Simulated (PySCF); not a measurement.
# CrH₄: relaxation and vibrations of the triplet

Aim: relax CrH₄ as a triplet from a PBE0 minimum start, check by its vibrations whether the end is a minimum, and collect its spectrum and constants.

Program: PySCF 2.14.0. Level of theory: PBE0, basis Cr def2-TZVP, H def2-TZVP, no relativity, density fitting. These are calculated values, not measurements.

### Step 1. Starting geometry

5 atoms, charge 0, spin multiplicity 3.

Bond lengths: Cr1–H2 1.593 Å, Cr1–H3 1.593 Å, Cr1–H4 1.593 Å, Cr1–H5 1.593 Å. Angles: H2–Cr1–H3 109.5°, H2–Cr1–H4 109.5°, H2–Cr1–H5 109.5°, H3–Cr1–H4 109.5°, H3–Cr1–H5 109.5°, H4–Cr1–H5 109.5°.

```xyz
5
charge 0 multiplicity 3
Cr    0.0000    0.0000    0.0000
H     1.3007   -0.0001    0.9198
H    -1.3007    0.0000    0.9198
H     0.0000    1.3008   -0.9197
H     0.0000   -1.3007   -0.9198
```

### Step 2. First SCF at the start

The steps below are one call of a driver around PySCF. For each, scf.py gives the equivalent set-up of the SCF; relaxations use the driver's own optimiser. After this first run the driver tries any further starts and a stability analysis.

scf.py

```python
from pyscf import gto, scf, dft
mol = gto.M(atom='''
Cr     0.000000    -0.000000    -0.000000
H      1.300746    -0.000061     0.919766
H     -1.300746    -0.000000     0.919766
H      0.000030     1.300776    -0.919723
H     -0.000030    -1.300716    -0.919809''',
    basis={'Cr': 'def2-TZVP', 'H': 'def2-TZVP'},
    charge=0, spin=2)
mf = dft.UKS(mol, xc='PBE0')
mf.grids.atom_grid = (50, 194)
aux = {'Cr': 'def2-universal-JKFIT', 'H': 'def2-universal-JKFIT'}
mf = mf.density_fit(auxbasis=aux)
mf.conv_tol = 1e-08
mf.diis_space = 10
mf.max_cycle = 60
mf.init_guess = 'minao'
mf.verbose = 4
mf.kernel()
```

Started as:

```sh
> OMP_NUM_THREADS=2 python axn.py task.json out
```

What it wrote:

```text
init E= -1045.9248818887
[... the frontier-level lines of each cycle are left out ...]
cycle= 1 E= -1046.02576433242  delta_E= -0.101  |g|= 1.21  |ddm|= 1.44
cycle= 2 E= -1042.02584755819  delta_E=    4  |g|= 2.75  |ddm|= 8.31
cycle= 3 E= -1046.31417329875  delta_E= -4.29  |g|= 0.723  |ddm|= 8.28
cycle= 4 E= -1046.49992945419  delta_E= -0.186  |g|= 0.0226  |ddm|= 0.395
cycle= 5 E= -1046.50075694311  delta_E= -0.000827  |g|= 0.0281  |ddm|= 0.0524
cycle= 6 E= -1046.50176335899  delta_E= -0.00101  |g|= 0.00971  |ddm|= 0.04
cycle= 7 E= -1046.50248801236  delta_E= -0.000725  |g|= 0.00942  |ddm|= 0.0638
cycle= 8 E= -1046.5025900495  delta_E= -0.000102  |g|= 0.00868  |ddm|= 0.0366
cycle= 9 E= -1046.50261473906  delta_E= -2.47e-05  |g|= 0.000562  |ddm|= 0.00811
cycle= 10 E= -1046.50261631174  delta_E= -1.57e-06  |g|= 0.000241  |ddm|= 0.00479
cycle= 11 E= -1046.50261637003  delta_E= -5.83e-08  |g|= 3.84e-05  |ddm|= 0.000646
cycle= 12 E= -1046.50261637058  delta_E= -5.43e-10  |g|= 5.46e-06  |ddm|= 2.21e-05
Extra cycle  E= -1046.5026163705  delta_E= 7.69e-11  |g|= 1.87e-05  |ddm|= 1.18e-05
converged SCF energy = -1046.5026163705  <S^2> = 2.250889  2S+1 = 3.1628399
```

This step, with its further starts and checks, needed 16 s of wall time on 2 threads of Arm Neoverse N1, shared host.

The starts that the driver tried:

```tsv
start	energy (Eh)
the minimal-basis guess	-1046.502616
a thermally smeared density	-1046.502616
a smeared PBE density	-1046.502616
```

No lower solution of this spin turned up from the other starts or in the test of internal stability.

### Step 3. Relaxation: PBE0 minimum start, triplet

The program finds Td symmetry in the start, which this walk keeps.

scf.py: that of step 2 with these lines changed.

```diff
@@ -3 +3 @@
-Cr     0.000000    -0.000000    -0.000000
+Cr    -0.000000    -0.000000    -0.000000
@@ -17 +16,0 @@
-mf.init_guess = 'minao'
```

Steps of the walk:

```tsv
step	energy (Eh)	change (kJ/mol)	largest symmetric gradient (Eh/bohr)
0	-1046.502616	0.00	0.00006
```

The walk took 1.9 s.

After 0 steps and 0.0 kJ/mol it ends at Td: Cr–H 1.593 Å (×4); H–Cr–H 109.5° (×6).

### Step 4. Is it a minimum? Harmonic modes

The point is checked on the finer grid, and tightened if its gradient asks for it. The Hessian and the dipole derivatives come from central differences of analytic gradients, with steps of 0.02 bohr.

scf.py: that of step 3 with these lines changed.

```diff
@@ -3,5 +3,5 @@
-Cr    -0.000000    -0.000000    -0.000000
-H      1.300746    -0.000061     0.919766
-H     -1.300746    -0.000000     0.919766
-H      0.000030     1.300776    -0.919723
-H     -0.000030    -1.300716    -0.919809''',
+Cr     0.000000     0.000000    -0.000000
+H      1.300857    -0.000061     0.919845
+H     -1.300857    -0.000000     0.919845
+H      0.000030     1.300888    -0.919802
+H     -0.000030    -1.300827    -0.919888''',
@@ -11 +11 @@
-mf.grids.atom_grid = (50, 194)
+mf.grids.atom_grid = (75, 302)
@@ -14 +14 @@
-mf.conv_tol = 1e-08
+mf.conv_tol = 1e-10
```

The driver hands on the density of the step before, so the log starts near convergence.

SCF at the final geometry:

```text
init E= -1046.50266061579
[... the frontier-level lines of each cycle are left out ...]
cycle= 1 E= -1046.50266061578  delta_E= 7.73e-12  |g|= 5.46e-06  |ddm|= 3.03e-06
Extra cycle  E= -1046.50266061566  delta_E= 1.21e-10  |g|= 2.06e-05  |ddm|= 1.11e-05
converged SCF energy = -1046.50266061566  <S^2> = 2.2509966  2S+1 = 3.1629079
```

The whole step took 37 s.

Geometry: Td; Cr–H 1.593 Å (×4); H–Cr–H 109.5° (×6).

Modes, for the most abundant isotopes:

```
symmetry  ω (cm⁻¹)  IR (km/mol)  μ (u)     type
      t2       516          452   1.05     bend
       e       692          0.0   1.01     bend
      a1      1762          0.0   1.01  stretch
      t2      1804          427   1.04  stretch
```

No imaginary mode, so this is a minimum.

Properties at this point:

```yaml
Dipole_moment: 0.00 D
Highest_occupied_level: -9.02 eV
Lowest_empty_level: -2.97 eV
Rotational_constants: 2.471, 2.471, 2.471 cm⁻¹
Zero-point_energy: 60.4 kJ/mol
Principal_polarisabilities: 43.5, 43.5, 43.5 bohr³
Atomisation_energy_without_zero-point_energy: 716 kJ/mol
Principal_traceless_quadrupole_moments_about_the_centre_of_mass: 0.00, 0.00, 0.00 D Å
Entropy_at_298.15_K_and_1_bar_electronic_part_spin_only: 230.5 J/(mol K)
Heat_capacity_Cp_at_298.15_K: 56.0 J/(mol K)
Enthalpy_at_298.15_K_above_0_K: 12.21 kJ/mol
Rotational_symmetry_number: 12
Spin_squared_⟨S²⟩: 2.251
```

Charges (e) and bond orders:

| atom | Mulliken | Löwdin | polar tensor | spin (Mulliken) | Mayer order to Cr1 |
| --- | --- | --- | --- | --- | --- |
| Cr1 | 0.34 | 0.23 | 1.06 | 2.95 | – |
| H2,3,4,5 | -0.08 | -0.06 | -0.26 | -0.24 | 0.93 |

Mulliken populations on Cr1: s 6.82, p 12.41, d 4.44, f 0.00.

### Step 5. Results

| quantity | value |
| --- | --- |
| minimum | triplet, Td |
| geometry | Cr–H 1.593 Å (×4); H–Cr–H 109.5° (×6) |
| wavenumbers (cm⁻¹) | 516 (t2), 692 (e), 1762 (a1), 1804 (t2) |
| dipole moment | 0.00 D |
| highest occupied, lowest empty level (either spin) | -9.02, -2.97 eV |
| polar-tensor charge of Cr1 | +1.06 e |
| zero-point energy | 60.4 kJ/mol |
| entropy at 298.15 K | 230.5 J/(mol K) |
| atomisation energy (no zero-point energy) | 716 kJ/mol |
| ⟨S²⟩ | 2.251 |

The molecule stays Td, as typed, and the end point is a minimum. In the infrared the band at 516 cm⁻¹ (t2, bend) leads. Cr1 has a polar-tensor charge of +1.1 e (a dipole derivative, not a static charge), yet symmetry cancels the bond dipoles. Most of the spin sits on Cr1 (Mulliken spin 2.95, against 2 for the whole molecule). Only this shape and spin were tried, so other structures or states may lie lower. The determinant is spin-contaminated (⟨S²⟩ = 2.25, pure value 2.00). One determinant may miss the lowest occupation of an open d or f shell.

The search up to here took 55 s.
